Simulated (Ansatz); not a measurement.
**C₃H₉FOSi: one species, many methods**

How much do the methods differ for C₃H₉FOSi? The plan is to run it at one geometry with functionals of several rungs and with coupled cluster. The yardstick is the atomisation energy at the CCSD(T) limit.

Computed with Ansatz 0.2.0, Gaussian basis. Level: functionals in def2-TZVPP, the program's frozen cores in correlated methods.

Levels to be run: PBE-D4, r2SCAN-D4, PBE0-D4, B3LYP-D4, ωB97X-V, ωB97M-V, B2PLYP; CCSD(T)/def2-TZVPP; MP2/def2-QZVPP; extrapolation to the limit.

## (1) The relaxed structure

The geometry comes from an earlier relaxation with PBE0-D4 in a triple-zeta def2 set; it is a stationary point, not always the lowest conformer.

SMILES `CCO[SiH](C)F`, 15 atoms, charge 0, spin multiplicity 1.

Atoms are counted from 1 here; the program's logs count them from 0.

Bond lengths: C1–C2 1.508 Å, C1–H7 1.092 Å, C1–H8 1.093 Å, C1–H9 1.092 Å, C2–O3 1.417 Å, C2–H10 1.098 Å, C2–H11 1.096 Å, O3–Si4 1.628 Å, Si4–C5 1.852 Å, Si4–F6 1.603 Å, Si4–H12 1.477 Å, C5–H13 1.093 Å, C5–H14 1.093 Å, C5–H15 1.093 Å. Angles: C2–C1–H7 110.6°, C2–C1–H8 110.3°, C2–C1–H9 110.5°, H7–C1–H8 108.5°, H7–C1–H9 108.3°, H8–C1–H9 108.5°, C1–C2–O3 109.3°, C1–C2–H10 110.2°, C1–C2–H11 110.3°, O3–C2–H10 109.9°, O3–C2–H11 109.6°, H10–C2–H11 107.5°, C2–O3–Si4 126.1°, O3–Si4–C5 113.2°, O3–Si4–F6 109.5°, O3–Si4–H12 105.7°, C5–Si4–F6 107.0°, C5–Si4–H12 113.7° and more.

Geometry (Å):

```xyz
15
C3H9FOSi
C     0.3060    2.2149   -1.1611
C     0.4070    1.1146   -0.1351
O     0.2957   -0.1406   -0.7836
Si    0.2692   -1.5970   -0.0571
C    -1.0198   -1.7272    1.2662
F     1.6865   -1.8741    0.6388
H    -0.6530    2.1682   -1.6807
H     0.3932    3.1918   -0.6796
H     1.1025    2.1205   -1.9015
H    -0.3886    1.2207    0.6135
H     1.3665    1.1720    0.3922
H     0.1041   -2.5836   -1.1445
H    -2.0150   -1.5334    0.8585
H    -0.8352   -1.0159    2.0751
H    -1.0191   -2.7308    1.6989
```

## (2) PBE-D4 (GGA)

Input file in.yaml:

```yaml
crystal:
  periodic: [false, false, false]
  atoms:
    - {symbol: C, position_ang: [0.306041, 2.214874, -1.161063]}
    - {symbol: C, position_ang: [0.406997, 1.114597, -0.135121]}
    - {symbol: O, position_ang: [0.295666, -0.140555, -0.783571]}
    - {symbol: Si, position_ang: [0.269177, -1.597007, -0.057081]}
    - {symbol: C, position_ang: [-1.019757, -1.727248, 1.266186]}
    - {symbol: F, position_ang: [1.686455, -1.874121, 0.638765]}
    - {symbol: H, position_ang: [-0.652967, 2.168223, -1.680713]}
    - {symbol: H, position_ang: [0.393232, 3.191773, -0.679620]}
    - {symbol: H, position_ang: [1.102534, 2.120548, -1.901467]}
    - {symbol: H, position_ang: [-0.388630, 1.220654, 0.613464]}
    - {symbol: H, position_ang: [1.366470, 1.171973, 0.392164]}
    - {symbol: H, position_ang: [0.104090, -2.583561, -1.144481]}
    - {symbol: H, position_ang: [-2.014972, -1.533425, 0.858508]}
    - {symbol: H, position_ang: [-0.835237, -1.015945, 2.075108]}
    - {symbol: H, position_ang: [-1.019119, -2.730780, 1.698903]}
basis:
  gaussian: {orbitals: def2-TZVPP}
hamiltonian: {xc: pbe, dispersion: d4}
output: {forces: true, orbitals: {seedname: orbitals}}
```

The run is started by

```
ansatz run in.yaml --threads 2 --pin off --events-out ev --progress --plain --max-ram 22528MiB --backend cuda --devices 0, --max-vram 18GiB
```

Further steps of the session: r2SCAN-D4 (meta-GGA); PBE0-D4 (hybrid); B3LYP-D4 (hybrid); ωB97X-V (range-separated); ωB97M-V (range-separated); B2PLYP (double hybrid); CCSD(T) in def2-TZVPP; MP2 in def2-QZVPP.

Before running them: what should the planned runs give, taken together? Wanted: atomisation energy, CCSD(T)/CBS; farthest; mean size of error, hybrid; mean size of error, range-separated; gap, smallest and largest; T1 diagnostic; triples share of the correlation energy.

**Answer**, as computed:

```
                               quantity                                           value
        atomisation energy, CCSD(T)/CBS                                       61.330 eV
    functionals within 0.307 eV (0.5 %)  r2SCAN-D4, PBE0-D4, B3LYP-D4, ωB97X-V, ωB97M-V
                               farthest                              B2PLYP (-0.703 eV)
             mean size of error, hybrid                                        0.213 eV
    mean size of error, range-separated                                        0.020 eV
              gap, smallest and largest            7.09 eV (PBE-D4), 13.70 eV (ωB97X-V)
                          T1 diagnostic                                          0.0108
triples share of the correlation energy                                           3.4 %
```

PBE-D4 misses by +0.595 eV. Double hybrids carry the basis error of their MP2 part in triple zeta, and no dispersion term here, so their miss is partly the set-up's. Misses under about 0.307 eV are within the doubt on the reference itself, which lacks core-valence correlation, relativity and higher excitations. Hartree-Fock recovers 75 % of the binding; the rest is correlation. Orbital gaps span 7.1 to 13.7 eV; exact exchange widens them.
